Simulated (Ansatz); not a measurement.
Working through a single point from an input written key by key of BrH8NSi3, SMILES [SiH3]N([SiH3])[SiH2]Br

Program: Ansatz 0.2.0 through its Python package.

The cells in order, each with its output:

In [1]:
```python
import ansatz as az
```

In [2]:
```python
DECK = """
crystal:
  periodic: [false, false, false]
  atoms:
    - { symbol: Si, position_ang: [1.3566, -0.8461, 0.2993] }
    - { symbol: "N", position_ang: [0.275, 0.1855, -0.4857] }
    - { symbol: Si, position_ang: [-0.0516, 1.5063, 0.514] }
    - { symbol: Si, position_ang: [-1.143, -0.6571, -0.8386] }
    - { symbol: Br, position_ang: [-2.2479, 0.3543, -2.4708] }
    - { symbol: H, position_ang: [0.7644, -1.3968, 1.5433] }
    - { symbol: H, position_ang: [2.6067, -0.1196, 0.6208] }
    - { symbol: H, position_ang: [1.7159, -1.9611, -0.6065] }
    - { symbol: H, position_ang: [-0.9879, 2.4333, -0.1589] }
    - { symbol: H, position_ang: [-0.6418, 1.0687, 1.8027] }
    - { symbol: H, position_ang: [1.2007, 2.2528, 0.7758] }
    - { symbol: H, position_ang: [-2.0174, -0.8053, 0.3509] }
    - { symbol: H, position_ang: [-0.8298, -2.0149, -1.3463] }
basis:
  gaussian: { orbitals: def2-SVP }
hamiltonian:
  xc: hf
"""

session = az.Session.from_yaml(DECK)
r = session.plan(threads=1).execute().report
```

In [3]:
```python
print(f"E = {r['free_energy_ev']:.6f} eV = {r['free_energy_ev'] / 27.211386246:.7f} Ha")
print("converged:", r["converged"], " doubts:", r["published_state_doubts"] or "none")
symbols = ["Si", "N", "Si", "Si", "Br", "H", "H", "H", "H", "H", "H", "H", "H"]
state = r["mean_field"]["state"]
print(f"mean field: {state['energy']['hartree']:.7f} Ha, <S^2> = {abs(state['spin_squared']):.4f}, stability: {state.get('stability', {}).get('kind')}")
```
```text
E = -95179.213101 eV = -3497.7715667 Ha
converged: True  doubts: none
mean field: -3497.7715667 Ha, <S^2> = 0.0000, stability: minimum
```

Notes:
- The settings weren't tested for convergence.
- The geometry is a force-field or estimated start, not a minimum of this method, and the basis set is short of its limit.
- The whole script took 4.4 s on 1 thread of Arm Neoverse V1, on a shared host, peak memory 0.37 GiB.

(Lines on the test bed's own set-up are left out of the output.)
